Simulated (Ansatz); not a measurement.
# SnSe: the cost of one run

Computed with Ansatz 0.2.0 (DFT LDA, scalar-relativistic, plane waves, PAW, unless a step's input says otherwise).

1 further run of the same task is left out (set aside as unsound or not needed).

## Step 1: The system as given

It takes space group Fm-3m (No. 225, cubic). Conventional cell: a = 5.893 Å, b = 5.893 Å, c = 5.893 Å, α = 90.00°, β = 90.00°, γ = 90.00°. Around Sn (site symmetry m-3m) lie 6 Se at 2.95 Å. Around Se (site symmetry m-3m) lie 6 Sn at 2.95 Å.

Structure file:

```
CELL_PARAMETERS angstrom
0.00000 2.94626 2.94626
2.94626 0.00000 2.94626
2.94626 2.94626 0.00000
ATOMIC_POSITIONS crystal
Sn 0.00000 0.00000 0.00000
Se 0.50000 0.50000 0.50000
```

This cell was relaxed beforehand with the same method: volume 25.57 Å³/atom, gap on the mesh 0.78 eV.

## Step 2: Relaxing at 50 GPa

What is minimised here is the enthalpy; the energy can go up as the cell is squeezed.

Input file input.yaml:

```yaml
crystal:
  lattice:
    - [0.0, 2.9462619182, 2.9462619182]
    - [2.9462619182, 0.0, 2.9462619182]
    - [2.9462619182, 2.9462619182, 0.0]
  atoms:
    - { symbol: Sn, position: [0.0, 0.0, 0.0] }
    - { symbol: Se, position: [0.5, 0.5, 0.5] }
basis:
  ecutwfc: 420
kpoints:
  mp_grid: { grid: [8, 8, 8] }
hamiltonian:
  xc: lda
scf:
  occupations: { method: fixed }
output:
  forces: true
  stress: true
  eigenvalues: true
relax:
  adjacent_minimum: "off"
  f_tol: 0.001
  max_steps: 60
  cell: { stress_tol: 0.02, p_target: 50.0 }
```

The run is started by

```bash
> ansatz run input.yaml --threads 1 --pin off --max-ram 3072MiB --backend cpu --events-out ev --progress --plain --runs-dir out
```

**Question.** How long does this run take on 1 thread of Intel Xeon Platinum 8488C (Sapphire Rapids), shared host, and how much memory does it need?

About 8.3 s, with a peak of 0.39 GiB.
